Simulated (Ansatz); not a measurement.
# MgSe+ (doublet): PBE0, B3LYP over a scan of the distance Se1–Mg2, cc-pVDZ

How well do these functionals follow the top wave-function level for MgSe+ (doublet) over a scan of the distance Se1–Mg2?

Computed with Ansatz 0.2.0, Gaussian basis. Level: cc-pVDZ, all electrons in the functionals.

The runs, in order: PBE0, B3LYP, at 1.928 Å; 2.162 Å; 2.369 Å; 2.638 Å; 2.846 Å; 3.285 Å; 3.821 Å; 4.416 Å; 5.243 Å; 6.485 Å; 8.248 Å.

42 further runs of the same task are left out: 23 for a known fault of the program, 15 that didn't finish, 4 set aside as unsound or not needed. Runs told in other sessions of the task aren't counted.

## (1) The system

The geometry derives from a PBE0/def2-TZVP stationary point (not a proven minimum). One bond is set to the value named and the two fragments are kept rigid. No spin-orbit coupling is included. The filled d shell of Se may be among the frozen orbitals whatever the setting's name suggests.

2 atoms, charge 1, spin multiplicity 2.

Atoms are counted from 1 here; the program's logs count them from 0.

Bond lengths: Se1–Mg2 2.369 Å.

No dispersion term is added. B3LYP takes the VWN-RPA correlation.

The geometry shown and the zero of energy belong to the point 2.369 Å. The yardstick, FCI, and other wave-function levels (R restricted, U unrestricted, valence and pair active spaces) come from earlier runs.

## (2) PBE0, 1.928 Å

in.yaml reads:

```yaml
crystal:
  periodic: [false, false, false]
  atoms:
    - {symbol: Se, position_ang: [0.000000, 0.000000, 0.000000]}
    - {symbol: Mg, position_ang: [0.000000, 0.000000, 1.928000]}
basis:
  gaussian: {orbitals: cc-pVDZ}
total_charge: 1
magnetization: {spin_polarized: true, initial_magnetization: 1}
hamiltonian: {xc: {name: PBE0}}
output: {orbitals: {seedname: orbitals}}
```

Started as:

```console
$ ansatz run in.yaml --threads 1 --pin off --events-out ev --progress --plain --max-ram 2393MiB
```

After this run come: PBE0, 2.162 Å; PBE0, 2.369 Å; PBE0, 2.638 Å; PBE0, 2.846 Å; PBE0, 3.285 Å; PBE0, 3.821 Å; PBE0, 4.416 Å; PBE0, 5.243 Å; PBE0, 6.485 Å; PBE0, 8.248 Å; B3LYP, 1.928 Å; B3LYP, 2.162 Å; B3LYP, 2.369 Å; B3LYP, 2.638 Å; B3LYP, 2.846 Å; B3LYP, 3.285 Å; B3LYP, 3.821 Å; B3LYP, 4.416 Å; B3LYP, 5.243 Å; B3LYP, 6.485 Å; B3LYP, 8.248 Å.

**Question.** What will the summary of the whole plan be? Wanted: span of the FCI curve; largest miss, PBE0; largest miss, B3LYP.

As calculated:

```
             quantity                   value
span of the FCI curve            197.9 kJ/mol
   largest miss, PBE0  +22.9 kJ/mol (6.485 Å)
  largest miss, B3LYP  -17.5 kJ/mol (1.928 Å)
```

What this shows: Of the functionals, B3LYP keep the smallest largest miss at the points compared (at most 17.5 kJ/mol) and PBE0 strays most (22.9 kJ/mol, at 6.485 Å). PBE0, B3LYP clearly break the spin symmetry at some points (⟨S²⟩ up to 1.00 above the pure value), so energy there is bought with a mixed spin. Functionals and the yardstick converge differently with the basis, so part of each miss in cc-pVDZ is the basis.
